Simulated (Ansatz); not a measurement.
Consider a scan of the energy under strain of As, space group Pm-3m (the Python package of Ansatz (0.2.0)).

`as_strain.py`
```python
# -*- coding: utf-8 -*-
import argparse

import ansatz as az
import numpy as np

parser = argparse.ArgumentParser(description="Energy of As under shear strain, ions carried with the cell.")
parser.add_argument("--functional", required=True, help="exchange-correlation functional")
parser.add_argument("--filling", required=True, help="how the bands are filled")
parser.add_argument("--cutoff", type=float, required=True, help="basis")
parser.add_argument("--kgrid", type=int, nargs=3, required=True, help="k-point sampling")
args = parser.parse_args()

vectors0 = np.array([
    [2.70368, 0.0, 0.0],
    [0.0, 2.70368, 0.0],
    [0.0, 0.0, 2.70368],
])
sites = [
    ("As", (0.5, 0.5, 0.5)),
]


def build(cell):
    crystal = az.Crystal(lattice=az.Lattice.of(cell))
    for symbol, position in sites:
        crystal = crystal.atom(symbol, position)
    return crystal

values = np.linspace(-0.05, 0.05, 7)
energies = []
for d in values:
    strain = np.array([[0, d / 2, 0], [d / 2, 0, 0], [0, 0, 0]])
    cell = vectors0 @ (np.eye(3) + strain)
    job = build(cell).calculation()
    job = job.functional(args.functional).occupations(args.filling, width=100 * az.meV)
    job = job.basis(args.cutoff).kpoints(*args.kgrid)
    job = job.stress()
    rep = job.run(threads=1).report
    energies.append(rep["free_energy_ev"] / len(sites))
    s = rep["stress_gpa"]
    print(f"d = {d:+.4f}  stress xx yy zz xy (GPa, compression positive): {s[0][0]:8.3f} {s[1][1]:8.3f} {s[2][2]:8.3f} {s[0][1]:8.3f}")
energies = np.array(energies)

for value, e in zip(values, energies):
    print(f"strain {value:7.3f}   E - Emin = {1000 * (e - energies.min()):9.3f} meV/atom")
np.savetxt("strain.csv", np.column_stack([values, energies]), fmt="%.6f", delimiter=",", header="strain,energy_eV_per_atom")
curvature = 2 * np.polyfit(values, energies, 3)[1]
volume = abs(np.linalg.det(vectors0)) / len(sites)
print(f"d2E/dd2 over the volume: {curvature / volume * 160.21766:.1f} GPa")
```

How much energy does this shear strain cost, and what curvature follows?

Against the unstrained cell the energy per atom changes by +4.53 meV at one end of the scan and +4.53 meV at the other, and its second derivative over the volume is 29.3 GPa.

What the script printed:

```console
$ python as_strain.py --functional lda --filling Fermi-Dirac --cutoff 470.0 --kgrid 13 13 13
d = -0.0500  stress xx yy zz xy (GPa, compression positive):   -2.823   -2.823   -2.870    1.479
d = -0.0333  stress xx yy zz xy (GPa, compression positive):   -2.846   -2.846   -2.862    1.033
d = -0.0167  stress xx yy zz xy (GPa, compression positive):   -2.862   -2.862   -2.861    0.528
d = +0.0000  stress xx yy zz xy (GPa, compression positive):   -2.865   -2.865   -2.865    0.000
d = +0.0167  stress xx yy zz xy (GPa, compression positive):   -2.862   -2.862   -2.861   -0.528
d = +0.0333  stress xx yy zz xy (GPa, compression positive):   -2.846   -2.846   -2.862   -1.033
d = +0.0500  stress xx yy zz xy (GPa, compression positive):   -2.823   -2.823   -2.870   -1.479
strain  -0.050   E - Emin =     4.530 meV/atom
strain  -0.033   E - Emin =     2.058 meV/atom
strain  -0.017   E - Emin =     0.519 meV/atom
strain   0.000   E - Emin =     0.000 meV/atom
strain   0.017   E - Emin =     0.519 meV/atom
strain   0.033   E - Emin =     2.058 meV/atom
strain   0.050   E - Emin =     4.530 meV/atom
d2E/dd2 over the volume: 29.3 GPa
```

`strain.csv`, as written:
```csv
# strain,energy_eV_per_atom
-0.050000,-4773.607426
-0.033333,-4773.609898
-0.016667,-4773.611437
0.000000,-4773.611956
0.016667,-4773.611437
0.033333,-4773.609898
0.050000,-4773.607426
```

What to keep in mind:
- Absolute energies stand on the zero of these potentials, so only differences at equal settings mean something.
- The curvature belongs to this strain pattern and to the cell's stress; it equals a single elastic constant only for simple patterns.
- In a metal a curvature from energy changes of a few meV or less hangs on mesh and smearing, in size and even in sign.
- This isn't the structure that As takes at ambient conditions.
- The ions keep their fractional positions (clamped ions).
- Run time: 22 s on 1 thread of Arm Neoverse V2 (shared host), peak memory 0.43 GiB.

(A comment or docstring line of the script was reworded after the run, the code is as it ran; lines on the test bed's own set-up are left out of the output.)
